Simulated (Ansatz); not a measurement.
## RbMnF3, space group Pm-3m: a scan of the Hubbard U

Program: the Ansatz DFT code, driven from Python.

`plus_u_rbmnf3.py`:
```python
"""How the states of RbMnF3 follow the Hubbard U."""

import logging
import sys

import ansatz as az
import numpy as np
from tabulate import tabulate

logging.basicConfig(stream=sys.stdout, format="%(levelname)s:%(name)s:%(message)s")
log = logging.getLogger("run")
log.setLevel(logging.INFO)

SMEARING = "fermi_dirac"
SMEARING_WIDTH = 0.05
XC = "pbesol"


def count_gap(report):
    # lowest empty less highest filled band, counting bands; zero where they overlap
    return max(report.get("gap_by_band_count_ev") or 0.0, 0.0)


def main() -> None:
    cell = (
        az.Lattice.of((4.23247214, 0.0, 0.0), (0.0, 4.23247214, 0.0), (0.0, 0.0, 4.23247214))
        .atom("Rb", (0.0, 0.0, 0.0))
        .atom("Mn", (0.5, 0.5, 0.5))
        .atom("F", (0.5, 0.0, 0.5))
        .atom("F", (0.5, 0.5, 0.0))
        .atom("F", (0.0, 0.5, 0.5))
        .moments(Mn=2.8)
    )

    job = (
        cell.calculation()
        .occupations(SMEARING, width=SMEARING_WIDTH)
        .spin(az.SpinTreatment.COLLINEAR)
        .kpoints(6)
        .functional(XC)
        .basis(41 * az.Ry)
        .band_table()
    )
    rows = []
    for u in [2.0, 4.0, 6.0, 8.0]:
        r = job.hubbard("Mn", "d", u_eff=u).run(threads=1, backend="cpu").report
        shell = r["hubbard"]["n_scf"]
        rows.append((u, count_gap(r), sum(shell) / len(shell), max(abs(m) for m in r["site_moments_mub"]), r["n_iterations"]))
    print(tabulate(rows, headers=["U_eff eV", "gap by band count eV", "Mn d occupation (projector)", "largest moment muB", "iterations"], floatfmt=".4f", tablefmt="pipe"))


if __name__ == "__main__":
    main()
```

```console
$ python plus_u_rbmnf3.py
|   U_eff eV |   gap by band count eV |   Mn d occupation (projector) |   largest moment muB |   iterations |
|-----------:|-----------------------:|------------------------------:|---------------------:|-------------:|
|     2.0000 |                 2.1151 |                        5.2322 |               4.2039 |           13 |
|     4.0000 |                 2.7488 |                        5.2011 |               4.2305 |           14 |
|     6.0000 |                 3.2729 |                        5.1746 |               4.2517 |           13 |
|     8.0000 |                 3.6941 |                        5.1521 |               4.2684 |           13 |
```

From U = 2 to 8 eV the gap on the mesh goes from 2.12 eV to 3.69 eV and the largest site moment goes from 4.20 to 4.27 μB.

Notes:
- The magnetic order follows from the starting moments and needn't be the lowest.
- Semilocal gaps usually lie well under measured ones.
- With one magnetic atom the cell can hold only ferromagnetic order.
- An opening on this mesh may only mean that it misses a point where bands touch.
- This cell is a computed structure, which may not be the phase found in nature.
- Gaps and levels are Kohn-Sham values on a finite set of k-points, without spin-orbit coupling.
- Shell occupations and the effect of U depend on the projectors; a run with no .spin step is spin-unpolarised, and each U may end in a state that isn't the lowest.
- Timing: 67 s on 1 thread of Arm Neoverse V1, with other jobs on the host, peak memory 0.55 GiB.

(A comment or docstring line of the script was reworded after the run, the code is as it ran.)
